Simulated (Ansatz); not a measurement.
Geometry optimisation, DFT LDA, scalar-relativistic, plane waves, PAW (Ansatz 0.2.0).

input.yaml

```yaml
crystal:
  lattice:
    - [7.398, 0.0, 0.0]
    - [-3.699, 6.406856, 0.0]
    - [0.0, 0.0, 12.0]
  atoms:
    - { symbol: C, position: [0.0, 0.0, 0.0833333] }
    - { symbol: C, position: [0.2222222, 0.1111111, 0.0833333] }
    - { symbol: C, position: [0.0, 0.3333333, 0.0833333] }
    - { symbol: C, position: [0.2222222, 0.4444444, 0.0833333] }
    - { symbol: C, position: [0.0, 0.6666667, 0.0833333] }
    - { symbol: C, position: [0.2222222, 0.7777778, 0.0833333] }
    - { symbol: C, position: [0.3333333, 0.0, 0.0833333] }
    - { symbol: C, position: [0.5555556, 0.1111111, 0.0833333] }
    - { symbol: C, position: [0.3333333, 0.3333333, 0.0833333] }
    - { symbol: C, position: [0.5555556, 0.4444444, 0.0833333] }
    - { symbol: C, position: [0.3333333, 0.6666667, 0.0833333] }
    - { symbol: C, position: [0.5555556, 0.7777778, 0.0833333] }
    - { symbol: C, position: [0.6666667, 0.0, 0.0833333] }
    - { symbol: C, position: [0.8888889, 0.1111111, 0.0833333] }
    - { symbol: C, position: [0.6666667, 0.3333333, 0.0833333] }
    - { symbol: C, position: [0.8888889, 0.4444444, 0.0833333] }
    - { symbol: C, position: [0.6666667, 0.6666667, 0.0833333] }
    - { symbol: C, position: [0.8888889, 0.7777778, 0.0833333] }
    - { symbol: "N", position: [0.6271965, 0.4080873, 0.195], spin: 1.0 }
    - { symbol: H, position: [0.6501541, 0.3132722, 0.245] }
    - { symbol: H, position: [0.6042389, 0.5029024, 0.245] }
magnetization:
  spin_polarized: true
basis:
  ecutwfc: 420.0
kpoints:
  mp_grid: { grid: [2, 2, 1] }
hamiltonian:
  xc: lda
scf:
  occupations: { method: gaussian, width: 0.02 }
  lower_state_search: "off"
relax:
  f_tol: 0.03
  max_steps: 60
  adjacent_minimum: "off"
```

Command:

```bash
$ ansatz run input.yaml --threads 2 --pin off --max-ram 5120MiB --backend cpu --events-out ev --progress --plain --runs-dir out
```

Where does it end, and by what steps?

It converged. The force dipped under the threshold on the way, but the program's further checks kept it going. Limits of this set-up: coarse k mesh, slab without dipole correction. After 15 steps the energy has fallen by 3.497 eV; H20 moved furthest, 1.04 Å. Parted: C15–N19.

| step | energy less start (eV) | largest force component (eV/Å) | accepted |
| --- | --- | --- | --- |
| 0 | 0.0000 | 6.267 | yes |
| 1 | -1.1085 | 3.870 | yes |
| 2 | -1.6743 | 2.279 | yes |
| 3 | -2.0030 | 1.291 | yes |
| 4 | -2.2701 | 1.182 | yes |
| 5 | -2.6178 | 1.884 | yes |
| 6 | -3.0261 | 2.148 | yes |
| 7 | -3.2346 | 0.870 | yes |
| 8 | -3.3480 | 0.621 | yes |
| 9 | -3.4160 | 0.694 | yes |
| 10 | -3.4397 | 0.762 | yes |
| 11 | -3.4746 | 0.295 | yes |
| 12 | -3.4898 | 0.183 | yes |
| 13 | -3.4967 | 0.044 | yes |
| 14 | -3.4972 | 0.007 | yes |
| 15 | -3.4973 | 0.015 | yes |

```xyz
21
Lattice="7.3980 0.0000 0.0000 -3.6990 6.4069 0.0000 0.0000 0.0000 12.0000" Properties=species:S:1:pos:R:3
C 0.123 -0.016 0.851
C 1.355 0.700 0.896
C -1.109 2.118 0.851
C 0.127 2.827 0.896
C -2.338 4.257 0.924
C -1.110 4.966 0.919
C 2.589 -0.021 0.921
C 3.824 0.702 0.900
C 1.341 2.110 0.972
C 2.591 2.832 1.408
C 0.119 4.256 0.921
C 1.363 4.964 0.900
C 5.058 -0.015 0.850
C 6.288 0.695 0.846
C 3.842 2.110 0.977
C 5.052 2.828 0.902
C 2.591 4.276 0.978
C 3.819 4.965 0.903
N 2.652 2.866 2.880
H 2.668 1.914 3.263
H 1.836 3.355 3.264
```

The run took 2.1 min on 2 threads of Arm Neoverse V1 (shared host), peak memory 0.88 GiB.
